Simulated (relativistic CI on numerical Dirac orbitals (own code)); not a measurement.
# Sm⁺ (4f7) in crystal fields: levels and magnetism

How does a crystal field split the 4f7 shell of Sm⁺, and what follows for the ground state and χT? 2 fields tried.

Program: relativistic CI on numerical Dirac orbitals (own code) version 1. Level of theory: Dirac-Coulomb-Breit CI, KLI orbitals optimised for each configuration, model QED (radiative potential, 1s self-energy scaled to tabulated hydrogen-like ionisation energies), one configuration in a parametric crystal field. These are calculated values, not measurements, unless marked.

## (1) The atom as given

| Item | Value |
| --- | --- |
| ion | Sm⁺ (Sm II) |
| nuclear charge | 62 |
| electrons | 61 |
| open shell | 4f7 |
| Slater scale | 1 |
| field 1 (cm⁻¹) | Oh, B40 = 390, B60 = 50 |
| field 2 (cm⁻¹) | Oh, B40 = -140, B60 = -40 |

The outer shells:

[Xe] 4f7
```
[Xe] core
4f [↑ ][↑ ][↑ ][↑ ][↑ ][↑ ][↑ ]
```

## (2) Field 1: Oh, B40 = 390, B60 = 50

Settings of the run:

```ini
atom Sm  Z=62  charge=1  electrons=61
nucleus A=152  rms_radius_fm=5.0819
hamiltonian dirac-coulomb  breit=on  qed=on  c_scale=1
orbitals kli  potential=per-configuration
slater_scale 1
correlation none
mixing on
configurations
  [Xe] 4f7
end
crystal_field Oh B40=390 B60=50
```

## (3) Field 2: Oh, B40 = -140, B60 = -40

Changes to the settings of step 2:

```diff
@@ -10,2 +10,2 @@
 end
-crystal_field Oh B40=390 B60=50
+crystal_field Oh B40=-140 B60=-40
```

(Steps that only read results are left out.)

**Question.** What will these runs give? Wanted: ground spin.

**Answer**, as computed:

| field | ground state | degeneracy | S | J | first gap (cm⁻¹) | stabilisation (cm⁻¹) | χT at 2 K | χT at 300 K |
| --- | --- | --- | --- | --- | --- | --- | --- | --- |
| 1: Oh | - | 8 | 3.49 | 3.50 | 27874 | 0 | 7.858 | 7.858 |
| 2: Oh | - | 8 | 3.49 | 3.50 | 27876 | 0 | 7.858 | 7.858 |

χT is in cm³ K/mol; stabilisation counts from the free ion's lowest level; S and J come from the expectation values of their squares.

| quantity | value |
| --- | --- |
| ground spin (effective S from ⟨S²⟩) | 1: 3.49, 2: 3.49 |
| χT at 300 K | 7.86 to 7.86 cm³ K/mol |

What this shows: All fields leave the ground state at S = 7/2. J stays near 7/2: the field splits the free-ion level without mixing it much with others. The field is a set of parameters, without covalency or charge transfer.
